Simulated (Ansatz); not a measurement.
# SiSCl₃ radical: how energies converge with the basis set

One table from this session's results is given with a row withheld; the runs are named, their logs left out.

Program: Ansatz 0.2.0, Gaussian basis. Level of theory: one geometry, several basis sets. These are calculated values, not measurements.

The runs, in order: PBE0-D4/def2-SVP; ωB97M-V/def2-SVP; PBE0-D4/def2-QZVPP; ωB97M-V/def2-QZVPP; the functionals' def2-TZVPP values are taken from earlier runs.

## The relaxed structure

All runs share one geometry, relaxed beforehand with PBE0-D4 in a triple-zeta def2 set.

SMILES `[S][Si](Cl)(Cl)Cl`, 5 atoms, charge 0, spin multiplicity 2.

Atoms are counted from 1 here; the program's logs count them from 0.

Bond lengths: S1–Si2 2.097 Å, Si2–Cl3 2.032 Å, Si2–Cl4 2.029 Å, Si2–Cl5 2.029 Å. Angles: S1–Si2–Cl3 104.2°, S1–Si2–Cl4 112.6°, S1–Si2–Cl5 112.6°, Cl3–Si2–Cl4 110.0°, Cl3–Si2–Cl5 110.0°, Cl4–Si2–Cl5 107.4°.

Set-up of the first run:

Contents of in.yaml:

```yaml
crystal:
  periodic: [false, false, false]
  atoms:
    - {symbol: S, position_ang: [-0.957708, -0.126041, 1.840653]}
    - {symbol: Si, position_ang: [-0.006642, 0.003745, -0.023666]}
    - {symbol: Cl, position_ang: [1.606381, -1.219432, 0.152065]}
    - {symbol: Cl, position_ang: [-1.189584, -0.622665, -1.548791]}
    - {symbol: Cl, position_ang: [0.597453, 1.890794, -0.461662]}
basis:
  gaussian: {orbitals: def2-SVP}
magnetization: {spin_polarized: true, initial_magnetization: 1}
hamiltonian: {xc: pbe0, dispersion: d4}
output: {orbitals: {seedname: orbitals}}
```

Steps of the session up to this table: PBE0-D4 in def2-SVP; ωB97M-V in def2-SVP; PBE0-D4 in def2-QZVPP; ωB97M-V in def2-QZVPP.

One table of the session follows, with a row left open; its other results are not shown here.

It belongs to the step «Density functionals: the series». 

```
functional       basis  HOMO (eV)  LUMO (eV)
   PBE0-D4    def2-SVP          ?          ?
   PBE0-D4  def2-TZVPP      -8.07      -5.27
   PBE0-D4  def2-QZVPP      -8.10      -5.29
   ωB97M-V    def2-SVP     -10.13      -3.17
   ωB97M-V  def2-TZVPP     -10.25      -3.27
   ωB97M-V  def2-QZVPP     -10.30      -3.32
```

**Question.** Estimate the row for PBE0-D4, def2-SVP.

**Answer.** HOMO (eV): -7.97; LUMO (eV): -5.26. In the column «HOMO (eV)» it is the highest.
